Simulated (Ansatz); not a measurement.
# CH₅Sb: one species, many methods

How much do the methods differ for CH₅Sb? The plan is to run it at one geometry with functionals of several rungs and with coupled cluster, and see how far each lands from CCSD(T) at the basis-set limit for the atomisation energy.

Computed with Ansatz 0.2.0, Gaussian basis. Level: functionals in def2-TZVPP, the program's frozen cores in correlated methods.

Plan: LDA (SPW92), PBE-D4, revPBE-D4, BLYP-D4, r2SCAN-D4, B97M-V, PBE0-D4, B3LYP-D4, r2SCANh-D4, r2SCAN0-D4, HSE06-D4, BHLYP-D4, CAM-B3LYP-D4, LC-ωPBE, ωB97X-V, ωB97M-V, B2PLYP, PBE-QIDH; CCSD(T)/def2-SVP; CCSD(T)/def2-TZVPP; MP2/def2-QZVPP; extrapolation to the limit; RPA on PBE.

**1. Structure used throughout**

An earlier PBE0-D4 in a triple-zeta def2 set relaxation fixed the geometry. Sb takes the def2 core potential; no spin-orbit term is included.

SMILES `[CH3][SbH2]`, 7 atoms, charge 0, spin multiplicity 1.

Atoms are counted from 1 here; the program's logs count them from 0.

Bond lengths: C1–Sb2 2.162 Å, C1–H3 1.090 Å, C1–H4 1.090 Å, C1–H5 1.088 Å, Sb2–H6 1.711 Å, Sb2–H7 1.711 Å. Angles: Sb2–C1–H3 108.7°, Sb2–C1–H4 108.7°, Sb2–C1–H5 111.0°, H3–C1–H4 108.9°, H3–C1–H5 109.8°, H4–C1–H5 109.7°, C1–Sb2–H6 94.2°, C1–Sb2–H7 94.2°, H6–Sb2–H7 91.2°.

**2. LDA**

This LDA is Slater exchange with PW92 correlation.

The input, in.yaml:

```yaml
crystal:
  periodic: [false, false, false]
  atoms:
    - {symbol: C, position_ang: [-0.610520, -0.478692, -0.404760]}
    - {symbol: Sb, position_ang: [0.668275, 0.179765, 1.208918]}
    - {symbol: H, position_ang: [-0.439312, -1.541508, -0.574806]}
    - {symbol: H, position_ang: [-1.649247, -0.331800, -0.109302]}
    - {symbol: H, position_ang: [-0.405820, 0.077218, -1.317107]}
    - {symbol: H, position_ang: [0.411602, 1.843088, 0.900250]}
    - {symbol: H, position_ang: [2.086122, 0.183828, 0.251108]}
basis:
  gaussian: {orbitals: def2-TZVPP}
hamiltonian: {xc: lda}
output: {orbitals: {seedname: orbitals}}
```

After this run come: PBE-D4 (GGA); revPBE-D4 (GGA); BLYP-D4 (GGA); r2SCAN-D4 (meta-GGA); B97M-V (meta-GGA); PBE0-D4 (hybrid); B3LYP-D4 (hybrid); r2SCANh-D4 (hybrid); r2SCAN0-D4 (hybrid); HSE06-D4 (hybrid); BHLYP-D4 (hybrid); CAM-B3LYP-D4 (range-separated); LC-ωPBE-D4 (range-separated); ωB97X-V (range-separated); ωB97M-V (range-separated); B2PLYP (double hybrid); PBE-QIDH (double hybrid); CCSD(T) in def2-SVP; CCSD(T) in def2-TZVPP; MP2 in def2-QZVPP; RPA on PBE orbitals.

**Question.** What will the summary of the whole plan be? Wanted: atomisation energy, CCSD(T)/CBS; farthest beyond LDA; mean size of error, GGA; mean size of error, meta-GGA; mean size of error, hybrid; mean size of error, range-separated; mean size of error, double hybrid; gap, smallest and largest; T1 diagnostic.

The runs gave:

| quantity | value |
| --- | --- |
| atomisation energy, CCSD(T)/CBS | 2081.8 kJ/mol |
| functionals within 20.8 kJ/mol (1.0 %) | PBE-D4, BLYP-D4, r2SCAN-D4, B97M-V, B3LYP-D4, CAM-B3LYP-D4, ωB97X-V, ωB97M-V |
| farthest beyond LDA | LC-ωPBE (-45.8 kJ/mol) |
| mean size of error, GGA | 13.8 kJ/mol |
| mean size of error, meta-GGA | 17.3 kJ/mol |
| mean size of error, hybrid | 26.3 kJ/mol |
| mean size of error, range-separated | 18.5 kJ/mol |
| mean size of error, double hybrid | 37.1 kJ/mol |
| gap, smallest and largest | 5.03 eV (BLYP-D4), 11.31 eV (LC-ωPBE) |
| T1 diagnostic | 0.0127 |
| triples share of the correlation energy | 3.0 % |

What this shows: The LDA atomisation energy is off by 267.9 kJ/mol (13 %): it overbinds. PBE-D4 is off by +6.9 kJ/mol. Double hybrids carry the basis error of their MP2 part in triple zeta, and no dispersion term here, so their miss is partly the set-up's. The rungs GGA, meta-GGA, range-separated miss on average by less than the doubt on the reference (20.8 kJ/mol), so they tie. Misses under about 20.8 kJ/mol are within the doubt on the reference itself, which lacks core-valence correlation, spin-orbit coupling and higher excitations, and its outer-core shells are covered unevenly. All levels share the lack of spin-orbit coupling, which lowers the free heavy atoms and so the true binding. Hartree-Fock recovers 71 % of the binding; the rest is correlation. CCSD(T) in def2-SVP is off by -150.2 kJ/mol, more than most functionals: a good method in a small basis is no reference. Orbital gaps span 5.0 to 11.3 eV; exact exchange widens them. Correlated methods include outer-core shells of Sb, which these sets cover unevenly.
